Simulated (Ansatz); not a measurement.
# TiO2 (Rutile): the cost of one run

Computed with the Python package of Ansatz 0.2.0. Level of theory: DFT LDA, plane waves, PAW.

### 1 The structure

The structure is tetragonal, space group P4_2/mnm (No. 136). The conventional cell has a = 4.592 Å, b = 4.592 Å, c = 2.957 Å, α = 90.00°, β = 90.00°, γ = 90.00°. Ti (site symmetry mmm) is surrounded by 6 O at 1.95 to 1.98 Å. O (site symmetry m2m) has 3 Ti at 1.95 to 1.98 Å as nearest neighbours.

No structure file is read: the coordinates are typed or built in the script.

### 2 The code

The input, run_dfpt.py:

```python
"""DFPT phonons of TiO2."""

from pathlib import Path

import ansatz
import numpy as np


def main() -> None:
    lattice = ansatz.Lattice.of(
        (4.5922, 0.0, 0.0),
        (0.0, 4.5922, 0.0),
        (0.0, 0.0, 2.9574),
    )
    sites = [
        ("Ti", (0.0, 0.0, 0.0)),
        ("Ti", (0.5, 0.5, 0.5)),
        ("O", (0.30496, 0.30496, 0.0)),
        ("O", (0.19504, 0.80496, 0.5)),
        ("O", (0.69504, 0.69504, 0.0)),
        ("O", (0.80496, 0.19504, 0.5)),
    ]
    crystal = ansatz.Crystal(lattice=lattice)
    for symbol, position in sites:
        crystal = crystal.atom(symbol, position)

    model = crystal.calculation()
    model = model.basis(35 * ansatz.Ry, density_ratio=8)
    model = model.functional("lda").scf(max_iterations=100)
    model = model.occupations("Fixed")
    model = model.kpoints(4, 4, 6).phonons("dfpt", points=[(0, 0, 0), (0.5, 0.5, 0)])
    out = model.run(runs_dir="runs")
    ph = out.phonons

    for q in ph.qpoints:
        print("q =", np.round(q.q_frac, 3), "1/cm:", " ".join(f"{w:.1f}" for w in q.omega_inv_cm))


if __name__ == "__main__":
    main()
```

### 3 What the engine is handed

The package turns the script's settings into the engine's input:

```yaml
crystal:
  lattice:
    - [4.5922, 0.0, 0.0]
    - [0.0, 4.5922, 0.0]
    - [0.0, 0.0, 2.9574]
  atoms:
    - { symbol: Ti, position: [0.0, 0.0, 0.0] }
    - { symbol: Ti, position: [0.5, 0.5, 0.5] }
    - { symbol: O, position: [0.30496, 0.30496, 0.0] }
    - { symbol: O, position: [0.19504, 0.80496, 0.5] }
    - { symbol: O, position: [0.69504, 0.69504, 0.0] }
    - { symbol: O, position: [0.80496, 0.19504, 0.5] }
basis:
  ecutwfc: 476.19925930478996
  ecutrho_ratio: 8
kpoints:
  mp_grid:
    grid: [4, 4, 6]
hamiltonian:
  xc: lda
scf:
  max_iter: 100
  occupations:
    method: fixed
phonons:
  method: dfpt
  qpoints:
    - [0.0, 0.0, 0.0]
    - [0.5, 0.5, 0.0]
```

### 4 Running it

Launch:

```console
$ python run_dfpt.py
```

What time and memory should one allow on 1 thread of Arm Neoverse V2, shared host?

About 71 s, with a peak of 0.69 GiB.
